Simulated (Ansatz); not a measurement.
Crystal: Ta4NiO11.

```
Ta Ni O
1.0
     1.95495  -14.82973    0.00000
     1.95495   14.82973    0.00000
     0.00000    0.00000    3.88590
Ta Ni O
4 1 11
Cartesian
  1.9549 8.7682 0.0000
  1.9549 -12.5907 0.0000
  1.9549 12.5907 0.0000
  1.9549 -8.7682 0.0000
  1.9549 0.0000 0.0000
  1.9549 10.6813 0.0000
  1.9549 -6.5568 0.0000
  1.9549 1.8849 0.0000
  1.9549 -1.8849 0.0000
  0.0000 0.0000 0.0000
  1.9549 -10.6813 0.0000
  1.9549 6.5568 0.0000
  1.9549 -12.6913 1.9429
  1.9549 12.6913 1.9429
  1.9549 -8.7306 1.9429
  1.9549 8.7306 1.9429
```

The cell was built by a generator and needn't be a form met in nature.

```yaml
Program: Ansatz 0.2.0
Task: relaxation of cell and atoms
Functional: PBEsol
Potentials_or_basis: Ansatz PAW
Cutoff: "420 eV (not typed: the program's choice for these potentials)"
k_mesh: 5 × 5 × 5
Occupations: fermi-dirac, width 0.05 eV
Spin: collinear spin, ferromagnetic start
Starting_moments: "[0.0, 0.0, 0.0, 0.0, 1.0, 0.0, 0.0, 0.0, 0.0, 0.0, 0.0, 0.0, 0.0, 0.0, 0.0, 0.0] μB"
```

At the start: volume 14.08 Å³/atom.

Question: Where does the relaxation end?

Answer: It ends after 8 steps and the volume is 13.72 Å³/atom (-2.6 %); space group Cmmm (No. 65, to 0.05 Å); moment 0.40 μB per cell.

Step by step:
| step | energy change (eV) | largest force (eV/Å) | volume (Å³) |
| --- | --- | --- | --- |
| 1 | 0.0000 | 0.2806 | 225.32 |
| 2 | -0.1217 | 0.2656 | 219.18 |
| 3 | -0.1258 | 0.1245 | 219.67 |
| 4 | -0.1269 | 0.0109 | 219.66 |
| 5 | -0.1269 | 0.0044 | 219.66 |
| 6 | -0.1074 | 0.0043 | 219.66 |
| 7 | -0.1082 | 0.0014 | 219.51 |
| 8 | -0.1075 | 0.0014 | 219.51 |

Final structure:
```xyz
16
Lattice="1.9398 -14.6661 0.0000 1.9398 14.6661 0.0000 0.0000 0.0000 3.8579" Properties=species:S:1:pos:R:3 pbc="T T T"
Ta    1.9398    8.6679    0.0000
Ta    1.9398  -12.4666    0.0000
Ta    1.9398   12.4666    0.0000
Ta    1.9398   -8.6679    0.0000
Ni    1.9398    0.0000    0.0000
O     1.9398   10.5685    0.0000
O     1.9398   -6.4836    0.0000
O     1.9398    1.8511    0.0000
O     1.9398   -1.8511    0.0000
O     0.0000    0.0000    0.0000
O     1.9398  -10.5685    0.0000
O     1.9398    6.4836    0.0000
O     1.9398  -12.5770    1.9290
O     1.9398   12.5770    1.9290
O     1.9398   -8.6163    1.9290
O     1.9398    8.6163    1.9290
```

Caveat: the plane-wave basis is chosen anew once the cell has moved, so the energies of steps on either side of that aren't comparable; the pressure holds a Pulay correction of +0.6 GPa for the finite cutoff; the PAW data sets come from PBE, with cores solved anew for the run's functional, which leaves a small shift of forces and pressure.
